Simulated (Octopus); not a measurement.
# A workflow on AlBrF (SMILES [F][Al][Br]), part 1 of 3

We compute energy and forces (doublet AlBrF, UPZ81 LDA), then energy and gradient (singlet AlBrF+, PZ81 LDA), then energy and forces (doublet AlBrF, UPZ81 LDA), then energy and gradient (singlet AlBrF+, PZ81 LDA), then energy and gradient (doublet AlBrF, UPZ81 LDA), then energy and gradient (singlet AlBrF+, PZ81 LDA) of AlBrF. The setting varied is the grid spacing. 

Program for the calculation: Octopus 16.4.

6 further runs of the same task are left out: 6 set aside as unsound or not needed.

## Step 1: Starting point

The species is AlBrF (3 atoms), meant as a doublet with charge 0. As SMILES, `[F][Al][Br]`. The coordinates come from a PBE0-D4/def2-TZVP relaxation.

Bond lengths: F1–Al2 1.648 Å, Al2–Br3 2.266 Å. Angles: F1–Al2–Br3 118.9°.

## Step 2: Energy and gradient at UPZ81 LDA (scalar, in the pseudopotentials, pseudodojo_pbesol potentials, box margin 4.50002 angstrom, extra states 0, grid spacing 0.195002 angstrom, mix field default) (run 1)

On the command line:

```console
$ OMP_NUM_THREADS=1 octopus > gs.log
```

Log:

```text
Version                : 16.4
************************** Calculation Mode **************************
Input: [CalculationMode = gs]
Input: [SpinComponents = polarized]
******************************* Space ********************************
Octopus will run in 3 dimension(s).
Octopus will treat the system as periodic in 0 dimension(s).
Input: [AllElectronType = no]
Input: [PseudopotentialSet = pseudodojo_pbesol]
Reading Coordinates from Coordinates block
****************************** Species *******************************
  Species 'F'
    type             : pseudopotential
    file format      : UPF2
    valence charge   : 7.0
    atomic number    :   9
    form on file     : kleinman-bylander
    lmax             : 2
    llocal           : -1
    projectors per l : 2
    total projectors : 6
    application form : kleinman-bylander
    orbitals         :  4
    bound orbitals   :  4
  Species 'Al'
    type             : pseudopotential
    file format      : UPF2
    valence charge   : 3.0
    atomic number    :  13
    form on file     : kleinman-bylander
    lmax             : 2
    llocal           : -1
    projectors per l : 2
    total projectors : 6
    application form : kleinman-bylander
    orbitals         :  4
    bound orbitals   :  4
  Species 'Br'
    type             : pseudopotential
    file format      : UPF2
    valence charge   : 7.0
    atomic number    :  35
    form on file     : kleinman-bylander
    lmax             : 2
    llocal           : -1
    projectors per l : 2
    total projectors : 6
    application form : kleinman-bylander
    orbitals         :  4
    bound orbitals   :  4
***************************** Symmetries *****************************
Symmetry elements : (sigma)
Symmetry group    : Cs
Input: [CurvMethod = curv_affine]
Input: [DerivativesStencil = stencil_star]
Input: [SmearingFunction = semiconducting]
Input: [SymmetrizeDensity = no]
******************************* States *******************************
Total electronic charge  =       17.000
Number of states         =        9
States block-size        =        4
************************** Parallelization ***************************
Info: Octopus will run in *serial*
******************************** Grid ********************************
Simulation Box:
  Type = minimum
  Radius  [A] =   4.500
Main mesh:
  Spacing [A] = ( 0.195, 0.195, 0.195)    volume/point [A^3] =      0.00742
  # inner mesh =      83811
  # total mesh =     120528
  Grid Cutoff [eV] =   988.884100    Grid Cutoff [Ry] =    72.681647
Input: [StatesPack = yes]
** Warning:
**   The XCFunctional that you selected does not match the one used
**   to generate the pseudopotentials.
Input: [StatesOrthogonalization = cholesky_serial]
**************************** Theory Level ****************************
Input: [TheoryLevel = kohn_sham]
Exchange-correlation:
  Exchange
    Slater exchange (LDA)
  Correlation
    Perdew & Zunger (Modified) (LDA)
****************************** Hartree *******************************
Input: [DressedOrbitals = no]
The chosen Poisson solver is 'interpolating scaling functions'
Input: [FilterPotentials = filter_TS]
Info: Pseudopotential for F
  Radii for localized parts:
    local part     =  1.2 A
    non-local part =  1.3 A
    orbitals       =  3.5 A
Info: Pseudopotential for Al
  Radii for localized parts:
    local part     =  1.4 A
    non-local part =  1.4 A
    orbitals       =  6.8 A
Info: Pseudopotential for Br
  Radii for localized parts:
    local part     =  1.1 A
    non-local part =  1.5 A
    orbitals       =  4.5 A
Input: [RelativisticCorrection = non_relativistic]
Input: [DFTULevel = dft_u_none]
Input: [MagneticConstrain = 0]
****************** Approximate memory requirements *******************
Mesh
  global  :       0.9 MiB
  local   :       3.7 MiB
  total   :       4.6 MiB
States
  real    :      16.6 MiB (par_kpoints + par_states + par_domains)
  complex :      33.1 MiB (par_kpoints + par_states + par_domains)
Info: Generating external potential
      done.
Input: [InteractionTiming = timing_exact]
Info: Octopus initialization completed.
Info: Starting calculation mode.
Info: Allocating ground state wave-functions
      Block       1 contains       4 states:       1 -       4
      Block       2 contains       4 states:       5 -       8
      Block       3 contains       1 states:       9 -       9
Info: Ground-state allocation done.
**************************** Eigensolver *****************************
Input: [Eigensolver = cg]
Input: [Preconditioner = pre_filter]
Input: [PreconditionerFilterFactor = 0.5000]
Input: [SubspaceDiagonalization = standard]
Input: [MixField = potential] (what to mix during SCF cycles)
Input: [MixingScheme = broyden]
Info: Mixing uses    4 steps and restarts after   20 steps.
Input: [LCAOStart = lcao_states]
Input: [LCAOScaleFactor = 1.000]
Input: [LCAOMaximumOrbitalRadius = 10.58 A]
Info: Double-precision storage for     8 extra orbitals will be allocated.
Input: [GuessMagnetDensity = ferromagnetic]
Info: Unnormalized total charge =     17.022445
Info: Renormalized total charge =     17.000000
Total Magnetic Moment:
 mz =   3.006763
Local Magnetic Moments (sphere radius [A] =   0.824):
 Ion                    mz
   1         F       0.831102
   2        Al       0.079975
   3        Br       0.286763
Info: Setting up Hamiltonian.
Info: Performing initial LCAO calculation with     12 orbitals.
Info: Getting Hamiltonian matrix elements.
Eigenvalues [eV]
 #st  Spin   Eigenvalue      Occupation
   1   up   -33.285987       1.000000
   1   dn   -31.768725       1.000000
   2   up   -21.464787       1.000000
   2   dn   -20.749562       1.000000
   3   up   -15.487725       1.000000
   3   dn   -14.073849       1.000000
   4   up   -14.351198       1.000000
   4   dn   -12.905088       1.000000
   5   up   -14.335433       1.000000
   5   dn   -12.889682       1.000000
   6   up   -10.518538       1.000000
   6   dn    -9.811881       1.000000
   7   up    -8.910290       1.000000
   7   dn    -8.246871       1.000000
   8   up    -8.894215       1.000000
   8   dn    -8.228401       1.000000
   9   up    -5.114544       1.000000
   9   dn    -4.463776       0.000000
Info: Ground-state restart information will be written to 'restart/gs'.
Info: SCF using real wavefunctions.
Info: Starting SCF iteration.
*********************** SCF CYCLE ITER #    1 ************************
 etot  = -1.24637258E+03 abs_ev   =  2.73E+00 rel_ev   =  1.07E-02
 ediff =        4.58E+01 abs_dens =  3.45E+00 rel_dens =  2.03E-01
Converged eigenvectors: 0
#  State  Spin  Eigenvalue [eV]  Occupation    Error
      1    up      -33.357369    1.000000   ( 1.6E-02)
      1    dn      -31.844960    1.000000   ( 1.7E-02)
      2    up      -21.525843    1.000000   ( 1.9E-02)
      2    dn      -20.806675    1.000000   ( 1.8E-02)
      3    up      -15.768579    1.000000   ( 3.6E-02)
      4    up      -14.544158    1.000000   ( 3.4E-02)
      5    up      -14.512699    1.000000   ( 3.4E-02)
      3    dn      -14.356068    1.000000   ( 3.7E-02)
      4    dn      -13.095684    1.000000   ( 3.4E-02)
      5    dn      -13.066306    1.000000   ( 3.4E-02)
      6    up      -10.793229    1.000000   ( 3.6E-02)
      6    dn      -10.075577    1.000000   ( 3.5E-02)
      7    up       -9.010087    1.000000   ( 1.9E-02)
      8    up       -8.991555    1.000000   ( 1.9E-02)
      7    dn       -8.338357    1.000000   ( 1.8E-02)
      8    dn       -8.315864    1.000000   ( 2.1E-02)
      9    up       -5.360624    1.000000   ( 5.0E-02)
      9    dn       -4.735635    0.000000   ( 5.0E-02)
                                                                   ^
Total Magnetic Moment:
 mz =   1.000000
Local Magnetic Moments (sphere radius [A] =   0.824):
 Ion                    mz
   1         F       0.074920
   2        Al       0.102179
   3        Br       0.063446
*********************** SCF CYCLE ITER #    2 ************************
 etot  = -1.18566326E+03 abs_ev   =  2.54E+01 rel_ev   =  1.11E-01
 ediff =        2.23E+00 abs_dens =  8.75E-01 rel_dens =  5.14E-02
Converged eigenvectors: 0
#  State  Spin  Eigenvalue [eV]  Occupation    Error
      1    dn      -29.859233    1.000000   ( 1.3E-02)
      1    up      -29.334289    1.000000   ( 1.8E-02)
      2    dn      -20.649322    1.000000   ( 4.3E-03)
      2    up      -20.492831    1.000000   ( 4.6E-03)
      3    dn      -12.665416    1.000000   ( 1.8E-02)
      3    up      -12.307406    1.000000   ( 3.3E-02)
      4    dn      -11.342642    1.000000   ( 1.5E-02)
      5    dn      -11.315630    1.000000   ( 1.6E-02)
      4    up      -10.859025    1.000000   ( 3.0E-02)
      5    up      -10.822401    1.000000   ( 2.9E-02)
      6    dn      -10.011413    1.000000   ( 7.0E-03)
      6    up      -10.003631    1.000000   ( 1.1E-02)
      7    dn       -8.301057    1.000000   ( 4.6E-03)
      8    dn       -8.237800    1.000000   ( 5.2E-03)
      7    up       -8.101950    1.000000   ( 7.2E-03)
      8    up       -8.045204    1.000000   ( 6.5E-03)
      9    up       -5.965804    1.000000   ( 2.1E-02)
      9    dn       -4.454561    0.000000   ( 1.2E-02)
                                                                 ^
Total Magnetic Moment:
 mz =   1.000000
Local Magnetic Moments (sphere radius [A] =   0.824):
 Ion                    mz
   1         F       0.019391
   2        Al       0.107577
   3        Br       0.044694
[eigenvalue tables of the cycles between left out]
*********************** SCF CYCLE ITER #    3 ************************
 etot  = -1.15757159E+03 abs_ev   =  1.04E+01 rel_ev   =  4.78E-02
 ediff =        1.03E+00 abs_dens =  3.91E-01 rel_dens =  2.30E-02
*********************** SCF CYCLE ITER #    4 ************************
 etot  = -1.16153938E+03 abs_ev   =  6.74E-01 rel_ev   =  3.09E-03
 ediff =        1.46E-01 abs_dens =  1.37E-01 rel_dens =  8.03E-03
*********************** SCF CYCLE ITER #    5 ************************
 etot  = -1.16183985E+03 abs_ev   =  5.87E-01 rel_ev   =  2.69E-03
 ediff =        1.10E-02 abs_dens =  4.90E-02 rel_dens =  2.88E-03
*********************** SCF CYCLE ITER #    6 ************************
 etot  = -1.15963861E+03 abs_ev   =  9.28E-01 rel_ev   =  4.27E-03
 ediff =        8.09E-02 abs_dens =  3.56E-02 rel_dens =  2.09E-03
*********************** SCF CYCLE ITER #    7 ************************
 etot  = -1.16013834E+03 abs_ev   =  2.60E-01 rel_ev   =  1.20E-03
 ediff =        1.84E-02 abs_dens =  1.35E-02 rel_dens =  7.93E-04
*********************** SCF CYCLE ITER #    8 ************************
 etot  = -1.16032060E+03 abs_ev   =  7.62E-02 rel_ev   =  3.51E-04
 ediff =        6.70E-03 abs_dens =  4.13E-03 rel_dens =  2.43E-04
*********************** SCF CYCLE ITER #    9 ************************
 etot  = -1.16038725E+03 abs_ev   =  4.21E-02 rel_ev   =  1.94E-04
 ediff =        2.45E-03 abs_dens =  2.04E-03 rel_dens =  1.20E-04
*********************** SCF CYCLE ITER #   10 ************************
 etot  = -1.16038615E+03 abs_ev   =  1.21E-02 rel_ev   =  5.56E-05
 ediff =        4.05E-05 abs_dens =  8.37E-04 rel_dens =  4.93E-05
*********************** SCF CYCLE ITER #   11 ************************
 etot  = -1.16039109E+03 abs_ev   =  8.11E-03 rel_ev   =  3.73E-05
 ediff =        1.82E-04 abs_dens =  4.06E-04 rel_dens =  2.39E-05
*********************** SCF CYCLE ITER #   12 ************************
 etot  = -1.16039605E+03 abs_ev   =  4.39E-03 rel_ev   =  2.02E-05
 ediff =        1.82E-04 abs_dens =  1.23E-04 rel_dens =  7.26E-06
*********************** SCF CYCLE ITER #   13 ************************
 etot  = -1.16039817E+03 abs_ev   =  1.99E-03 rel_ev   =  9.15E-06
 ediff =        7.78E-05 abs_dens =  1.23E-04 rel_dens =  7.23E-06
*********************** SCF CYCLE ITER #   14 ************************
 etot  = -1.16039878E+03 abs_ev   =  6.64E-04 rel_ev   =  3.06E-06
 ediff =        2.25E-05 abs_dens =  3.48E-05 rel_dens =  2.05E-06
*********************** SCF CYCLE ITER #   15 ************************
 etot  = -1.16039906E+03 abs_ev   =  1.54E-04 rel_ev   =  7.07E-07
 ediff =        1.03E-05 abs_dens =  1.72E-05 rel_dens =  1.01E-06
*********************** SCF CYCLE ITER #   16 ************************
 etot  = -1.16039905E+03 abs_ev   =  1.86E-05 rel_ev   =  8.57E-08
 ediff =        2.55E-07 abs_dens =  4.45E-06 rel_dens =  2.62E-07
Converged eigenvectors: 0
#  State  Spin  Eigenvalue [eV]  Occupation    Error
      1    up      -28.584900    1.000000   ( 7.0E-07)
      1    dn      -28.495424    1.000000   ( 5.3E-07)
      2    up      -20.220365    1.000000   ( 3.5E-07)
      2    dn      -20.109280    1.000000   ( 1.9E-07)
      3    up      -11.685361    1.000000   ( 1.6E-07)
      3    dn      -11.504197    1.000000   ( 1.6E-07)
      4    up      -10.221987    1.000000   ( 3.6E-07)
      5    up      -10.191131    1.000000   ( 1.7E-07)
      4    dn      -10.139538    1.000000   ( 3.3E-07)
      5    dn      -10.108147    1.000000   ( 5.0E-07)
      6    up       -9.710047    1.000000   ( 1.0E-07)
      6    dn       -9.493089    1.000000   ( 1.8E-07)
      7    up       -7.911060    1.000000   ( 5.1E-07)
      7    dn       -7.845613    1.000000   ( 5.5E-07)
      8    up       -7.802096    1.000000   ( 8.9E-08)
      8    dn       -7.722068    1.000000   ( 4.5E-07)
      9    up       -5.727079    1.000000   ( 3.6E-07)
      9    dn       -4.511590    0.000000   ( 2.7E-07)
                                                                  ^
Total Magnetic Moment:
 mz =   1.000000
Local Magnetic Moments (sphere radius [A] =   0.824):
 Ion                    mz
   1         F       0.042639
   2        Al       0.098490
   3        Br       0.051125
*********************** SCF CYCLE ITER #   17 ************************
 etot  = -1.16039897E+03 abs_ev   =  6.94E-05 rel_ev   =  3.19E-07
 ediff =        2.86E-06 abs_dens =  4.68E-06 rel_dens =  2.75E-07
Converged eigenvectors: 0
#  State  Spin  Eigenvalue [eV]  Occupation    Error
      1    up      -28.584904    1.000000   ( 5.1E-07)
      1    dn      -28.495411    1.000000   ( 4.6E-07)
      2    up      -20.220364    1.000000   ( 2.7E-07)
      2    dn      -20.109274    1.000000   ( 1.6E-07)
      3    up      -11.685363    1.000000   ( 1.1E-07)
      3    dn      -11.504184    1.000000   ( 1.2E-07)
      4    up      -10.221990    1.000000   ( 1.1E-07)
      5    up      -10.191135    1.000000   ( 1.0E-07)
      4    dn      -10.139525    1.000000   ( 1.0E-07)
      5    dn      -10.108134    1.000000   ( 1.9E-07)
      6    up       -9.710047    1.000000   ( 1.1E-07)
      6    dn       -9.493081    1.000000   ( 1.2E-07)
      7    up       -7.911059    1.000000   ( 3.8E-07)
      7    dn       -7.845607    1.000000   ( 4.0E-07)
      8    up       -7.802095    1.000000   ( 7.9E-08)
      8    dn       -7.722061    1.000000   ( 3.6E-07)
      9    up       -5.727077    1.000000   ( 2.2E-07)
      9    dn       -4.511587    0.000000   ( 2.1E-07)
                                                                  ^
Total Magnetic Moment:
 mz =   1.000000
Local Magnetic Moments (sphere radius [A] =   0.824):
 Ion                    mz
   1         F       0.042639
   2        Al       0.098490
   3        Br       0.051125
Info: SCF converged in   17 iterations
** Warning:
**   Some of the states are not fully converged!
Info: Number of matrix-vector products:       4057
Octopus emitted 2 warnings.
```

Wall time 21 s (1 thread of Intel Xeon Platinum 8488C (Sapphire Rapids), shared host); peak memory 0.12 GiB.

(Continued in part 2 of 3.)
